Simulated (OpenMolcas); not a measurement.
# One shape, several levels: C2H7NSi (SMILES NC1C[SiH2]1)

Wanted: a comparison of 6 runs (HF/STO-3G, HF/3-21G, BHLYP/def2-SVP, SVWN5/def2-SVP, revPBE/def2-SVP, CCSD(T)/def2-SVP) of C2H7NSi. 

The results are computed with OpenMolcas 26.06.

1 further run of the same task is left out (set aside as unsound or not needed).

## 1. Starting point

C2H7NSi has 11 atoms, charge 0, and is taken as a singlet. As SMILES, `NC1C[SiH2]1`. The C2–H7 distance was set to 1.422 Å, away from the relaxed value.

Bond lengths: N1–C2 1.437 Å, C2–C3 1.539 Å, C2–Si4 1.862 Å, C3–Si4 1.848 Å, N1–H5 1.011 Å, N1–H6 1.014 Å, C3–H8 1.085 Å, C3–H9 1.086 Å, Si4–H10 1.479 Å, Si4–H11 1.476 Å. Some angles: N1–C2–C3 114.5°, N1–C2–Si4 118.4°, C3–C2–Si4 65.0°, C2–C3–Si4 65.9°, C2–Si4–C3 49.0°, C2–N1–H5 111.6°, C2–N1–H6 111.3°, C2–C3–H8 117.0°, C2–C3–H9 114.2°, Si4–C3–H8 120.5°. A long bond or contact: C2–H7 1.422 Å.

## 2. The energy at HF/STO-3G (run 1)

Input file calc.inp:

```
&GATEWAY
BASLIB=$CurrDir
COORD
11
bohr
N     -2.89729219     1.06971916    -0.66954508
C     -0.27945459     0.61864153    -0.10432800
C      0.18919749    -1.47347426     1.86155409
Si     1.22646816    -2.29777280    -1.37044450
H     -3.11120919     1.94315057    -2.35480284
H     -3.72272456     2.15706757     0.67537300
H      1.32545390     2.74803973     0.22412152
H      1.56680783    -1.08041123     3.32817053
H     -1.51911493    -2.37544054     2.55206001
H      3.95466577    -2.26753718    -1.97591275
H     -0.31309171    -4.06315494    -2.88543794
BASIS=STO-3G
GROUP=NoSym
&SEWARD
&SCF
THRESHOLDS=1e-10 1e-07 1e-07 1e-05
PRORBITALS=1 1
```

The basis set STO-3G is read from a file made from the Basis Set Exchange's data (not shown).

Launch:

```sh
$ export MOLCAS_MEM=1860
$ pymolcas calc.inp > calc.log
```

Log:

```text
--- Start Module: gateway ---
[...]
--- Stop Module: gateway /rc=_RC_ALL_IS_WELL_ ---
--- Start Module: seward ---
[...]
      Basis functions           31
--- Stop Module: seward /rc=_RC_ALL_IS_WELL_ ---
[...]
--- Start Module: scf ---
[...]
       Convergence after  12 Iterations
[...]
::    Total SCF energy                               -418.1030481659
[...]
      Total spin, S                                     0.0000000000
[...]
      Total electronic charge=   40.000000
      Total            charge=   -0.000000
[...]
      Dipole Moment (debye):
      Origin of the operator (angstrom)=   -0.0665   -0.4530   -0.1961
                   X=  6.4990E-01               Y=  2.9425E-01               Z= -6.8548E-01           Total=  9.8936E-01
      Quadrupole Moment (debye*angstrom):
[...]
--- Stop Module: scf /rc=_RC_ALL_IS_WELL_ ---
[...]
```

Wall time 5.1 s (1 thread of AMD EPYC 7R43 (Zen 3), shared host); peak memory 0.36 GiB.

## 3. The energy at HF/3-21G (run 2)

Input file calc.inp:

```
* C2H7NSi Hartree-Fock

&GATEWAY
 BASLIB = $CurrDir
 COORD
 11
 angstrom
 N       -1.533181       0.566071      -0.354308
 C       -0.147881       0.327371      -0.055208
 C        0.100119      -0.779729       0.985092
 Si       0.649019      -1.215929      -0.725208
 H       -1.646381       1.028271      -1.246108
 H       -1.969981       1.141471       0.357392
 H        0.701400       1.454200       0.118600
 H        0.829119      -0.571729       1.761192
 H       -0.803881      -1.257029       1.350492
 H        2.092719      -1.199929      -1.045608
 H       -0.165681      -2.150129      -1.526908
 BASIS = 3-21G
 GROUP = NoSym

&SEWARD

&SCF
 THRESHOLDS = 1e-10 1e-07 1e-07 1e-05
 PRORBITALS = 1 1
```

The basis set 3-21G is read from a file made from the Basis Set Exchange's data (not shown).

Launch:

```sh
$ export MOLCAS_MEM=1860
$ pymolcas calc.inp > calc.log
```

Log:

```text
--- Start Module: gateway ---
[...]
--- Stop Module: gateway /rc=_RC_ALL_IS_WELL_ ---
--- Start Module: seward ---
[...]
      Basis functions           54
--- Stop Module: seward /rc=_RC_ALL_IS_WELL_ ---
[...]
--- Start Module: scf ---
[...]
       Convergence after  12 Iterations
[...]
::    Total SCF energy                               -420.8027838300
[...]
      Total spin, S                                     0.0000000000
[...]
      Total electronic charge=   40.000000
      Total            charge=   -0.000000
[...]
      Dipole Moment (debye):
      Origin of the operator (angstrom)=   -0.0665   -0.4530   -0.1961
                   X=  1.3231E-01               Y=  8.6437E-01               Z= -1.3405E-01           Total=  8.8465E-01
      Quadrupole Moment (debye*angstrom):
[...]
--- Stop Module: scf /rc=_RC_ALL_IS_WELL_ ---
[...]
```

It took 6.9 s on 1 thread of AMD EPYC 7R43 (Zen 3), shared host; peak memory 0.38 GiB.

Runs 3 to 5 aren't shown in full; the table further down has their settings and results.

## 4. The energy at CCSD(T)/def2-SVP (run 6)

Input file struct.xyz:

```xyz
11

N     -1.533181     0.566071    -0.354308
C     -0.147881     0.327371    -0.055208
C      0.100119    -0.779729     0.985092
Si     0.649019    -1.215929    -0.725208
H     -1.646381     1.028271    -1.246108
H     -1.969981     1.141471     0.357392
H      0.701400     1.454200     0.118600
H      0.829119    -0.571729     1.761192
H     -0.803881    -1.257029     1.350492
H      2.092719    -1.199929    -1.045608
H     -0.165681    -2.150129    -1.526908
```

Input file mol.input:

```
* C2H7NSi CCSD(T)
>>> EXPORT MOLCAS_PRINT=2

&GATEWAY
 BasLib
 $CurrDir
 Coord
 struct.xyz
 Basis
 def2-SVP
 Group
 NoSym

&SEWARD

&SCF
 Thresholds
 1e-10 1e-07 1e-07 1e-05
 PrOrbitals
 1 1

&RASSCF
 FileOrb
 $Project.ScfOrb
 Spin
 1
 Nactel
 0 0 0
 Inactive
 20
 Ras2
 0
 OutOrbitals
 Canonical
 OrbListing
 Nothing

&MOTRA
 JobIph
 Frozen
 8

&CCSDT
 CCT
 Triples
 2
 Iterations
 80
 Accuracy
 1e-08
 Extrapolation
 5 4
```

The basis set def2-SVP is read from a file made from the Basis Set Exchange's data (not shown).

Launch:

```sh
$ export MOLCAS_MEM=1860
$ pymolcas mol.input > mol.log
```

Log:

```text
--- Start Module: gateway ---
[...]
--- Stop Module: gateway /rc=_RC_ALL_IS_WELL_ ---
[...]
      Basis functions           95
[...]
       Convergence after  13 Iterations
[...]
::    Total SCF energy                               -422.9010108286
[...]
      Total spin, S                                     0.0000000000
[...]
      Number of active orbitals                  0
[...]
      Spin quantum number                      0.0
[...]
      Active orbitals                            0
[...]
      Number of CSFs                             1
[...]
      Number of root(s) required                 1
[...]
      Convergence after  4 iterations
[...]
      Natural orbitals and occupation numbers for root  1
      ************************************************************************************************************************
      *                                                    Final results                                                     *
      ************************************************************************************************************************
[...]
::    RASSCF root number  1 Total energy:   -422.90101083
[...]
      Total electronic charge=   40.000000
      Total            charge=   -0.000000
[...]
      Dipole Moment (debye):
      Origin of the operator (angstrom)=   -0.0665   -0.4530   -0.1961
                   X=  1.4277E-02               Y=  6.0683E-01               Z= -2.5698E-01           Total=  6.5916E-01
      Quadrupole Moment (debye*angstrom):
[...]
--- Start Module: motra ---
[...]
      *** WARNING: Default frozen orbitals is overwritten by user input.
      *** Default values:   5
[...]
--- Stop Module: motra /rc=_RC_ALL_IS_WELL_ ---
[...]
--- Start Module: ccsdt ---
[...]
      Convergence after                    17  Iterations
      Total energy (diff) :    -423.50744028      -0.00000000
[...]
 METHOD                       : CCSD+T(CCSD)+<T3(1)WT1> = CCSD(T)
[...]
       CCSD     =      -423.5074402823037
[...]
--- Stop Module: ccsdt /rc=_RC_ALL_IS_WELL_ ---
[...]
```

Run time: 92 s. Hardware: 1 thread of AMD EPYC 7R43 (Zen 3), shared host; peak memory 0.52 GiB.

## 5. All runs side by side

```csv
run,level,integration grid,frozen core orbitals,energy (Eh),dipole moment (D) of the reference,HOMO energy (eV),LUMO energy (eV),wall time
1,HF/STO-3G,–,–,-418.103048,0.99,-6.79,10.58,5.1 s
2,HF/3-21G,–,–,-420.802784,0.88,-8.83,4.06,6.9 s
3,BHLYP/def2-SVP,UltraFine,–,-424.296210,0.77,-7.31,1.52,55 s
4,SVWN5/def2-SVP,UltraFine,–,-422.031769,1.14,-5.06,-0.41,32 s
5,revPBE/def2-SVP,UltraFine,–,-424.293177,0.99,-4.98,-0.22,48 s
6,CCSD(T)/def2-SVP,–,8,-423.527384,0.66,-8.96,3.86,92 s
```

## 6. Summary of results

| quantity | value |
| --- | --- |
| run 6: total energy | -423.52738 Eh |
| run 6: dipole moment (mean-field density) | 0.66 D |
| run 6: HOMO energy (Hartree–Fock orbitals) | -8.96 eV |
| run 6: LUMO energy (Hartree–Fock orbitals) | 3.86 eV |
| run 6: HOMO–LUMO gap (Hartree–Fock orbitals) | 12.82 eV |
| run 6: correlation energy (8 core orbitals frozen) | -626.4 mEh |
| run 6: (T) correction | -19.94 mEh |

Over runs 1, 2, 3, 4, 5 the dipole moment (its size) runs from 0.77 D (BHLYP/def2-SVP) to 1.14 D (SVWN5/def2-SVP). Over runs 1, 2, 3, 4, 5 the HOMO–LUMO gap runs from 4.65 eV (SVWN5/def2-SVP) to 17.37 eV (HF/STO-3G). The two ends differ in method and basis. Totals of different functionals can't be ranked against each other. In run 1 the basis is minimal, so the values are rough. All runs together took 4 min, the longest 92 s.
